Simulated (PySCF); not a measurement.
# C3H4Se: magnetic properties

The task here is to estimate one member of a computed series from the others.

Computed with PySCF 2.14.0 and routines of our own; the level stands in each step. Atoms count from 0.

## The starting structure

8 atoms, charge 0, multiplicity 1; geometry from: GFN2-xTB.

Set-up of the first run:

Job settings and geometry (Å):

```
{"job": {"xc": "PBE0", "basis": "def2-SVP", "d3": "d3bj", "grid": 1, "kind": "geom"}, "charge": 0, "multiplicity": 1}
C     -1.286590     0.028325    -0.207926
C     -0.038873    -0.422419    -0.033734
C      1.110854     0.311379    -0.440266
Se     2.777384    -0.243194    -0.232035
H     -1.479495     0.982301    -0.671089
H     -2.144650    -0.540108     0.105678
H      0.137635    -1.382375     0.432794
H      0.932794     1.275504    -0.908320
```

On the command line:

```console
$ OMP_NUM_THREADS=1 python excited_run.py task.json out
```

One launch serves the whole session: the jobs run in the order shown.

Among the steps run: Geometry optimisation at PBE0-D3(BJ)/def2-SVP; Magnetic properties: GIAO HSE06/aug-pcSseg-1; Magnetic properties: GIAO X3LYP/aug-pcSseg-1; Magnetic properties: GIAO KT1/aug-pcSseg-1; Magnetic properties: GIAO HCTH407/aug-pcSseg-1; Magnetic properties: GIAO BP86/aug-pcSseg-1; Magnetic properties: GIAO OPBE/aug-pcSseg-1.

One table of the session follows, with a row left open; its other results are not shown here.

It belongs to the step «Magnetic properties side by side». 

| level | gap (eV) |
| --- | --- |
| GIAO HSE06/aug-pcSseg-1 | 2.53 |
| GIAO X3LYP/aug-pcSseg-1 | ? |
| GIAO KT1/aug-pcSseg-1 | 1.45 |
| GIAO HCTH407/aug-pcSseg-1 | 1.40 |
| GIAO BP86/aug-pcSseg-1 | 1.38 |
| GIAO OPBE/aug-pcSseg-1 | 1.43 |

**Question.** Estimate the row for GIAO X3LYP/aug-pcSseg-1.

As computed: gap (eV): 3.03. In the column «gap (eV)» it is the highest.

Limits of these values: Vibrational averaging and real surroundings are missing from these values.
